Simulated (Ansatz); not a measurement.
**C₂H₉AlSn: up Jacob's ladder to CCSD(T)**

Aim: compute C₂H₉AlSn with functionals from several rungs and with coupled cluster, and see how far each lands from CCSD(T) at the basis-set limit for the atomisation energy.

Program: Ansatz 0.2.0, Gaussian basis. Level of theory: functionals in def2-TZVPP, the program's frozen cores in correlated methods. These are calculated values, not measurements.

The runs, in order: PBE-D4, r2SCAN-D4, PBE0-D4, B3LYP-D4, ωB97X-V, ωB97M-V, B2PLYP; CCSD(T)/def2-TZVPP; MP2/def2-QZVPP; extrapolation to the limit.

**1. Structure used throughout**

An earlier PBE0-D4 in a triple-zeta def2 set relaxation fixed the geometry. Sn takes the def2 core potential; no spin-orbit term is included.

13 atoms, charge 0, spin multiplicity 1.

Atoms are counted from 1 here; the program's logs count them from 0.

Bond lengths: C1–Sn2 2.154 Å, C1–H5 1.090 Å, C1–H6 1.091 Å, C1–H7 1.091 Å, Sn2–C3 2.155 Å, Sn2–Al4 2.665 Å, Sn2–H8 1.725 Å, C3–H9 1.091 Å, C3–H10 1.090 Å, C3–H11 1.091 Å, Al4–H12 1.592 Å, Al4–H13 1.592 Å. Angles: Sn2–C1–H5 110.5°, Sn2–C1–H6 110.1°, Sn2–C1–H7 109.6°, H5–C1–H6 108.8°, H5–C1–H7 108.9°, H6–C1–H7 108.9°, C1–Sn2–C3 107.2°, C1–Sn2–Al4 113.8°, C1–Sn2–H8 106.5°, C3–Sn2–Al4 113.3°, C3–Sn2–H8 106.4°, Al4–Sn2–H8 109.2°, Sn2–C3–H9 109.5°, Sn2–C3–H10 110.5°, Sn2–C3–H11 110.2°, H9–C3–H10 108.9°, H9–C3–H11 108.9°, H10–C3–H11 108.9° and more.

**2. PBE-D4 (GGA)**

in.yaml

```yaml
crystal:
  periodic: [false, false, false]
  atoms:
    - {symbol: C, position_ang: [-1.044586, 1.512099, -0.848055]}
    - {symbol: Sn, position_ang: [-0.220593, -0.399046, -0.291892]}
    - {symbol: C, position_ang: [1.909395, -0.290118, -0.602904]}
    - {symbol: Al, position_ang: [-0.889495, -1.182274, 2.166094]}
    - {symbol: H, position_ang: [-2.130959, 1.500075, -0.758553]}
    - {symbol: H, position_ang: [-0.647764, 2.294927, -0.200754]}
    - {symbol: H, position_ang: [-0.777150, 1.738802, -1.880890]}
    - {symbol: H, position_ang: [-0.820758, -1.543569, -1.434498]}
    - {symbol: H, position_ang: [2.111841, -0.033680, -1.643503]}
    - {symbol: H, position_ang: [2.377875, -1.248073, -0.376857]}
    - {symbol: H, position_ang: [2.344805, 0.475514, 0.040126]}
    - {symbol: H, position_ang: [-0.044688, -2.296199, 2.926897]}
    - {symbol: H, position_ang: [-2.147524, -0.563257, 2.919487]}
basis:
  gaussian: {orbitals: def2-TZVPP}
hamiltonian: {xc: pbe, dispersion: d4}
output: {forces: true, orbitals: {seedname: orbitals}}
```

Launch:

```console
ansatz run in.yaml --threads 4 --pin off --events-out ev --progress --plain --max-ram 10444MiB
```

Further steps of the session: r2SCAN-D4 (meta-GGA); PBE0-D4 (hybrid); B3LYP-D4 (hybrid); ωB97X-V (range-separated); ωB97M-V (range-separated); B2PLYP (double hybrid); CCSD(T) in def2-TZVPP; MP2 in def2-QZVPP.

Q: Predict the results of all the runs planned. Wanted: atomisation energy, CCSD(T)/CBS; farthest; mean size of error, hybrid; mean size of error, range-separated; gap, smallest and largest; T1 diagnostic; triples share of the correlation energy.

As calculated:

| quantity | value |
| --- | --- |
| atomisation energy, CCSD(T)/CBS | 4089.2 kJ/mol |
| functionals within 40.9 kJ/mol (1.0 %) | PBE-D4, r2SCAN-D4, B3LYP-D4, ωB97X-V, ωB97M-V |
| farthest | B2PLYP (-81.4 kJ/mol) |
| mean size of error, hybrid | 40.8 kJ/mol |
| mean size of error, range-separated | 16.4 kJ/mol |
| gap, smallest and largest | 3.14 eV (PBE-D4), 8.90 eV (ωB97X-V) |
| T1 diagnostic | 0.0115 |
| triples share of the correlation energy | 3.2 % |

What this shows: PBE-D4 misses by -26.3 kJ/mol. Double hybrids carry the basis error of their MP2 part in triple zeta, and no dispersion term here, so their miss is partly the set-up's. Misses under about 40.9 kJ/mol are within the doubt on the reference itself, which lacks core-valence correlation, spin-orbit coupling and higher excitations, and its outer-core shells are covered unevenly. All levels share the lack of spin-orbit coupling, which lowers the free heavy atoms and so the true binding. Hartree-Fock recovers 75 % of the binding; the rest is correlation. The gap grows from 3.1 to 8.9 eV across the functionals, mostly with the share of exact exchange. Correlated methods include outer-core shells of Sn, which these sets cover unevenly.
